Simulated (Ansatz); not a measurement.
# CH₇NSi₂: one species, many methods

One table from this session's results is given with a row withheld; the runs are named, their logs left out.

The runs use Ansatz 0.2.0, Gaussian basis; functionals in def2-TZVPP, the program's frozen cores in correlated methods.

The runs, in order: LDA (SPW92), PBE-D4, revPBE-D4, BLYP-D4, r2SCAN-D4, B97M-V, PBE0-D4, B3LYP-D4, r2SCANh-D4, r2SCAN0-D4, HSE06-D4, BHLYP-D4, CAM-B3LYP-D4, LC-ωPBE, ωB97X-V, ωB97M-V, B2PLYP, PBE-QIDH; CCSD(T)/def2-SVP; CCSD(T)/def2-TZVPP; RPA on PBE.

1 further run of the same task is left out (it didn't finish).

### Structure used throughout

An earlier PBE0-D4 in a triple-zeta def2 set relaxation fixed the geometry.

11 atoms, charge 0, spin multiplicity 1.

Atoms are counted from 1 here; the program's logs count them from 0.

Bond lengths: C1–Si2 1.862 Å, C1–H5 1.093 Å, C1–H6 1.092 Å, C1–H7 1.093 Å, Si2–N3 1.753 Å, Si2–H8 1.491 Å, Si2–H11 1.485 Å, N3–Si4 1.717 Å, N3–H9 1.011 Å, Si4–H10 1.539 Å. Angles: Si2–C1–H5 110.6°, Si2–C1–H6 111.0°, Si2–C1–H7 110.4°, H5–C1–H6 108.3°, H5–C1–H7 108.1°, H6–C1–H7 108.4°, C1–Si2–N3 111.7°, C1–Si2–H8 110.2°, C1–Si2–H11 110.1°, N3–Si2–H8 106.9°, N3–Si2–H11 109.1°, H8–Si2–H11 108.8°, Si2–N3–Si4 127.4°, Si2–N3–H9 116.3°, Si4–N3–H9 116.3°, N3–Si4–H10 93.9°.

The first run:

The input, in.yaml:

```yaml
crystal:
  periodic: [false, false, false]
  atoms:
    - {symbol: C, position_ang: [-1.004140, 1.063481, -0.373238]}
    - {symbol: Si, position_ang: [-0.483441, -0.664394, 0.084157]}
    - {symbol: N, position_ang: [1.067409, -0.678191, 0.900348]}
    - {symbol: Si, position_ang: [2.602670, -0.305072, 0.228770]}
    - {symbol: H, position_ang: [-1.968366, 1.050298, -0.888294]}
    - {symbol: H, position_ang: [-1.098775, 1.691655, 0.515548]}
    - {symbol: H, position_ang: [-0.269014, 1.518722, -1.041134]}
    - {symbol: H, position_ang: [-1.472868, -1.268479, 1.021524]}
    - {symbol: H, position_ang: [1.056105, -0.936163, 1.878069]}
    - {symbol: H, position_ang: [2.035437, -0.017288, -1.172154]}
    - {symbol: H, position_ang: [-0.399716, -1.511570, -1.132995]}
basis:
  gaussian: {orbitals: def2-TZVPP}
hamiltonian: {xc: lda}
output: {orbitals: {seedname: orbitals}}
```

On the command line:

```bash
$ ansatz run in.yaml --threads 2 --pin off --events-out ev --progress --plain --max-ram 4352MiB
```

Steps of the session up to this table: LDA; PBE-D4 (GGA); revPBE-D4 (GGA); BLYP-D4 (GGA); r2SCAN-D4 (meta-GGA); B97M-V (meta-GGA); PBE0-D4 (hybrid); B3LYP-D4 (hybrid); r2SCANh-D4 (hybrid); r2SCAN0-D4 (hybrid); HSE06-D4 (hybrid); BHLYP-D4 (hybrid); CAM-B3LYP-D4 (range-separated); LC-ωPBE (range-separated); ωB97X-V (range-separated); ωB97M-V (range-separated); B2PLYP (double hybrid); PBE-QIDH (double hybrid).

One of the session's tables, all rows but one given; the rest of the session is left out.

It belongs to the step «Frontier levels by functional». 

```
  functional  HOMO (eV)  LUMO (eV)  gap (eV)
 LDA (SPW92)          ?          ?         ?
      PBE-D4      -5.34      -2.62      2.72
   revPBE-D4      -5.31      -2.55      2.76
     BLYP-D4      -5.22      -2.46      2.76
   r2SCAN-D4      -5.54      -2.50      3.04
      B97M-V      -5.65      -2.50      3.15
     PBE0-D4      -6.40      -1.79      4.61
    B3LYP-D4      -6.23      -1.96      4.27
  r2SCANh-D4      -5.93      -2.19      3.74
  r2SCAN0-D4      -6.52      -1.72      4.80
    HSE06-D4      -6.00      -2.17      3.84
    BHLYP-D4      -7.37      -0.86      6.51
CAM-B3LYP-D4      -7.69      -0.69      7.00
     LC-ωPBE      -8.98       0.38      9.36
     ωB97X-V      -8.67       0.29      8.96
     ωB97M-V      -8.50       0.16      8.67
```

**Question.** Estimate the row for LDA (SPW92).

The run gave: HOMO (eV): -5.40; LUMO (eV): -2.79; gap (eV): 2.61. In the column «HOMO (eV)» it lies between r2SCAN-D4 (-5.54) and PBE-D4 (-5.34).
